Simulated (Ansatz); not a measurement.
Geometry optimisation, DFT LDA, scalar-relativistic, plane waves, PAW (Ansatz).

input.yaml

```yaml
crystal:
  lattice:
    - [10.86, 0.0, 0.0]
    - [0.0, 10.86, 0.0]
    - [0.0, 0.0, 10.86]
  atoms:
    - { symbol: Si, position: [0.5010835, -0.0003249, 0.0020136] }
    - { symbol: Si, position: [0.6240177, 0.1272322, 0.1221817] }
    - { symbol: Si, position: [0.7509364, 0.2514564, -0.0009831] }
    - { symbol: Si, position: [0.873431, 0.3752257, 0.1283469] }
    - { symbol: B, position: [0.7532844, -0.001234, 0.2513794], spin: 1.0 }
    - { symbol: Si, position: [0.870622, 0.1242112, 0.3728535] }
    - { symbol: Si, position: [0.004151, 0.0009484, 0.0019888] }
    - { symbol: Si, position: [0.12702, 0.1229478, 0.1323583] }
    - { symbol: Si, position: [0.2458799, 0.2537207, 0.0002061] }
    - { symbol: Si, position: [0.3772603, 0.3763103, 0.1269529] }
    - { symbol: Si, position: [0.5026229, 0.4988307, -0.0018235] }
    - { symbol: Si, position: [0.6250718, 0.626724, 0.125348] }
    - { symbol: Si, position: [0.7578125, 0.7493989, 0.000263] }
    - { symbol: Si, position: [0.2508422, -0.0003898, 0.257555] }
    - { symbol: Si, position: [0.3738357, 0.1218897, 0.3791628] }
    - { symbol: Si, position: [0.5001304, 0.2487808, 0.250242] }
    - { symbol: Si, position: [0.6282922, 0.377998, 0.3761476] }
    - { symbol: Si, position: [0.7551497, 0.4942256, 0.2517748] }
    - { symbol: Si, position: [0.8770137, 0.6262523, 0.3697269] }
    - { symbol: Si, position: [0.4926421, 0.000626, 0.5027748] }
    - { symbol: Si, position: [0.6251572, 0.129263, 0.6311686] }
    - { symbol: Si, position: [0.7466684, 0.2494675, 0.5011957] }
    - { symbol: Si, position: [0.8725665, 0.3761408, 0.6236586] }
    - { symbol: Si, position: [0.7517578, -0.0010156, 0.7548602] }
    - { symbol: Si, position: [0.876288, 0.1267733, 0.8755629] }
    - { symbol: Si, position: [-0.0040396, 0.4999704, -0.0026546] }
    - { symbol: Si, position: [0.1259949, 0.6208847, 0.1243695] }
    - { symbol: Si, position: [0.2475955, 0.7495799, -0.0024796] }
    - { symbol: Si, position: [0.3770005, 0.8737204, 0.1204909] }
    - { symbol: Si, position: [0.0020701, 0.2526475, 0.2521364] }
    - { symbol: Si, position: [0.1263931, 0.3726725, 0.374399] }
    - { symbol: Si, position: [0.2537146, 0.4981839, 0.2529115] }
    - { symbol: Si, position: [0.3754018, 0.6218872, 0.3730309] }
    - { symbol: Si, position: [0.4954105, 0.7502832, 0.2485017] }
    - { symbol: Si, position: [0.6233181, 0.8792533, 0.3737459] }
    - { symbol: Si, position: [-0.0011913, -0.0013734, 0.4968129] }
    - { symbol: Si, position: [0.1266543, 0.1238532, 0.6239783] }
    - { symbol: Si, position: [0.2474481, 0.2512556, 0.4986752] }
    - { symbol: Si, position: [0.380054, 0.3743306, 0.6232615] }
    - { symbol: Si, position: [0.5022352, 0.5002056, 0.4970586] }
    - { symbol: Si, position: [0.6272937, 0.6260853, 0.6263696] }
    - { symbol: Si, position: [0.748591, 0.7474736, 0.502511] }
    - { symbol: Si, position: [0.8813286, 0.8780658, 0.6219916] }
    - { symbol: Si, position: [0.2519573, 3.72e-05, 0.752767] }
    - { symbol: Si, position: [0.3687672, 0.1281157, 0.8755477] }
    - { symbol: Si, position: [0.4988312, 0.253858, 0.7477934] }
    - { symbol: Si, position: [0.6253724, 0.3730828, 0.8727834] }
    - { symbol: Si, position: [0.7510834, 0.5065555, 0.7421677] }
    - { symbol: Si, position: [0.8672648, 0.6246207, 0.8735962] }
    - { symbol: Si, position: [0.0035246, 0.754538, 0.2545027] }
    - { symbol: Si, position: [0.1253634, 0.8720799, 0.3679752] }
    - { symbol: Si, position: [0.005509, 0.5039415, 0.5009308] }
    - { symbol: Si, position: [0.1232783, 0.6290455, 0.6224277] }
    - { symbol: Si, position: [0.246493, 0.7448868, 0.4964763] }
    - { symbol: Si, position: [0.3752551, 0.8727499, 0.622797] }
    - { symbol: Si, position: [0.0002184, 0.2496224, 0.7454673] }
    - { symbol: Si, position: [0.1347855, 0.3751913, 0.8743329] }
    - { symbol: Si, position: [0.2490115, 0.4971728, 0.7498208] }
    - { symbol: Si, position: [0.3798523, 0.625079, 0.8758349] }
    - { symbol: Si, position: [0.5007428, 0.750086, 0.7497121] }
    - { symbol: Si, position: [0.6282056, 0.8758442, 0.8810896] }
    - { symbol: Si, position: [-0.006181, 0.7460769, 0.7505414] }
    - { symbol: Si, position: [0.1245523, 0.8757724, 0.8756169] }
magnetization:
  spin_polarized: true
total_charge: 2
basis:
  ecutwfc: 420.0
kpoints:
  mp_grid: { grid: [1, 1, 1] }
hamiltonian:
  xc: lda
  pseudopotentials: { kind: paw, azcp: { folder: soft_1 } }
scf:
  occupations: { method: fermi_dirac, width: 0.05 }
  lower_state_search: "off"
relax:
  f_tol: 0.03
  max_steps: 60
  adjacent_minimum: "off"
```

Launched with:

```bash
$ ansatz run input.yaml --threads 4 --pin off --max-ram 10240MiB --backend cpu --events-out ev --progress --plain --runs-dir out
```

Question: Where does it end, and by what steps?

Answer: The forces met the threshold. Limits of this set-up: coarse k mesh, PAW files made for another functional, a typed lattice constant that wasn't relaxed here, charged cell in a uniform background, uncorrected. After 5 steps the energy has fallen by 2.774 eV; B5 moved furthest, 0.56 Å.

```tsv
step	energy less start (eV)	largest force component (eV/Å)	accepted
0	0.0000	1.910	yes
1	-1.8198	1.213	yes
2	-2.6485	0.537	yes
3	-2.7547	0.154	yes
4	-2.7725	0.036	yes
5	-2.7741	0.006	yes
```

```xyz
63
Lattice="10.8600 0.0000 0.0000 0.0000 10.8600 0.0000 0.0000 0.0000 10.8600" Properties=species:S:1:pos:R:3
Si 5.482 0.013 0.059
Si 6.898 1.253 1.512
Si 8.137 2.670 0.059
Si 9.509 4.063 1.355
B 7.836 0.315 3.028
Si 9.352 1.253 3.966
Si 0.076 0.023 -0.072
Si 1.342 1.339 1.382
Si 2.716 2.700 -0.007
Si 4.090 4.062 1.360
Si 5.451 5.435 -0.007
Si 6.813 6.809 1.382
Si 8.129 8.075 -0.072
Si 2.733 0.001 2.714
Si 4.071 1.370 4.083
Si 5.449 2.703 2.731
Si 6.782 4.081 4.082
Si 8.151 5.418 2.714
Si 9.482 6.809 4.052
Si 5.449 0.018 5.416
Si 6.782 1.369 6.794
Si 8.133 2.703 5.416
Si 9.505 4.062 6.775
Si 8.151 0.000 8.131
Si 9.482 1.339 9.522
Si 0.013 5.406 -0.009
Si 1.381 6.769 1.327
Si 2.744 8.138 -0.009
Si 4.088 9.502 1.355
Si -0.055 2.670 2.726
Si 1.337 4.053 4.056
Si 2.732 5.419 2.727
Si 4.099 6.814 4.056
Si 5.481 8.206 2.727
Si 6.898 9.659 3.966
Si -0.055 0.013 5.383
Si 1.337 1.343 6.766
Si 2.704 2.719 5.432
Si 4.077 4.074 6.787
Si 5.432 5.447 5.433
Si 6.808 6.814 6.766
Si 8.138 8.206 5.383
Si 9.509 9.502 6.776
Si 2.732 0.014 8.132
Si 4.099 1.343 9.527
Si 5.432 2.719 8.160
Si 6.808 4.052 9.527
Si 8.137 5.419 8.133
Si 9.537 6.770 9.483
Si 0.077 8.074 2.736
Si 1.342 9.529 4.052
Si 0.012 5.435 5.413
Si 1.370 6.781 6.772
Si 2.716 8.139 5.413
Si 4.090 9.506 6.775
Si 0.012 2.700 8.148
Si 1.370 4.058 9.495
Si 2.724 5.427 8.141
Si 4.093 6.782 9.495
Si 5.451 8.140 8.148
Si 6.813 9.529 9.522
Si 0.013 8.138 8.120
Si 1.381 9.474 9.483
```

Whether the end is a true minimum wasn't checked by a vibrational analysis.

The run took 18 s on 4 threads of AMD EPYC 9R45 96-Core Processor (Zen 5), with other jobs on the host, peak memory 1.6 GiB.
